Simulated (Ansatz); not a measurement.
# C₂H₄GeO: how energies converge with the basis set

One table from this session's results is given with a row withheld; the runs are named, their logs left out.

The runs use Ansatz 0.2.0, Gaussian basis; one geometry, several basis sets.

Levels to be run: PBE0-D4/def2-SVP; ωB97M-V/def2-SVP; PBE0-D4/def2-QZVPP; ωB97M-V/def2-QZVPP; the functionals' def2-TZVPP values are taken from earlier runs.

### Structure used throughout

The geometry comes from an earlier relaxation with PBE0-D4 in a triple-zeta def2 set; it is a stationary point, not always the lowest conformer.

SMILES `C#[C][GeH2][OH]`, 8 atoms, charge 0, spin multiplicity 1.

Atoms are counted from 1 here; the program's logs count them from 0.

Bond lengths: C1–C2 1.204 Å, C1–H5 1.066 Å, C2–Ge3 1.892 Å, Ge3–O4 1.778 Å, Ge3–H6 1.538 Å, Ge3–H7 1.538 Å, O4–H8 0.960 Å. Angles: C2–C1–H5 179.4°, C1–C2–Ge3 178.1°, C2–Ge3–O4 104.8°, C2–Ge3–H6 110.0°, C2–Ge3–H7 110.0°, O4–Ge3–H6 110.3°, O4–Ge3–H7 110.3°, H6–Ge3–H7 111.2°, Ge3–O4–H8 112.5°.

As a file:

```xyz
8
C2H4GeO
C    -0.6135    1.9017   -1.1982
C    -0.1938    0.9728   -0.5566
Ge    0.5165   -0.4533    0.4636
O    -0.7157   -1.7318    0.3764
H    -0.9944    2.7178   -1.7684
H     0.7213   -0.0068    1.9208
H     1.8360   -0.9392   -0.1588
H    -0.4642   -2.5183    0.8655
```

The first run:

in.yaml reads:

```yaml
crystal:
  periodic: [false, false, false]
  atoms:
    - {symbol: C, position_ang: [-0.613477, 1.901688, -1.198218]}
    - {symbol: C, position_ang: [-0.193760, 0.972792, -0.556626]}
    - {symbol: Ge, position_ang: [0.516468, -0.453313, 0.463608]}
    - {symbol: O, position_ang: [-0.715679, -1.731785, 0.376362]}
    - {symbol: H, position_ang: [-0.994422, 2.717849, -1.768422]}
    - {symbol: H, position_ang: [0.721257, -0.006832, 1.920810]}
    - {symbol: H, position_ang: [1.836019, -0.939176, -0.158832]}
    - {symbol: H, position_ang: [-0.464206, -2.518319, 0.865518]}
basis:
  gaussian: {orbitals: def2-SVP}
hamiltonian: {xc: pbe0, dispersion: d4}
output: {orbitals: {seedname: orbitals}}
```

Command:

```sh
> ansatz run in.yaml --threads 2 --pin off --events-out ev --progress --plain --max-ram 4352MiB
```

Steps of the session up to this table: PBE0-D4 in def2-SVP; ωB97M-V in def2-SVP; PBE0-D4 in def2-QZVPP; ωB97M-V in def2-QZVPP.

One of the session's tables, all rows but one given; the rest of the session is left out.

It belongs to the step «Functionals by basis». 

```
functional       basis  HOMO (eV)  LUMO (eV)
   PBE0-D4    def2-SVP          ?          ?
   PBE0-D4  def2-TZVPP      -8.20      -0.46
   PBE0-D4  def2-QZVPP      -8.23      -0.59
   ωB97M-V    def2-SVP     -10.33       1.80
   ωB97M-V  def2-TZVPP     -10.45       1.40
   ωB97M-V  def2-QZVPP     -10.47       1.10
```

Q: Estimate the row for PBE0-D4, def2-SVP from the others.

The run gave: HOMO (eV): -8.10; LUMO (eV): -0.21. In the column «HOMO (eV)» it is the highest.
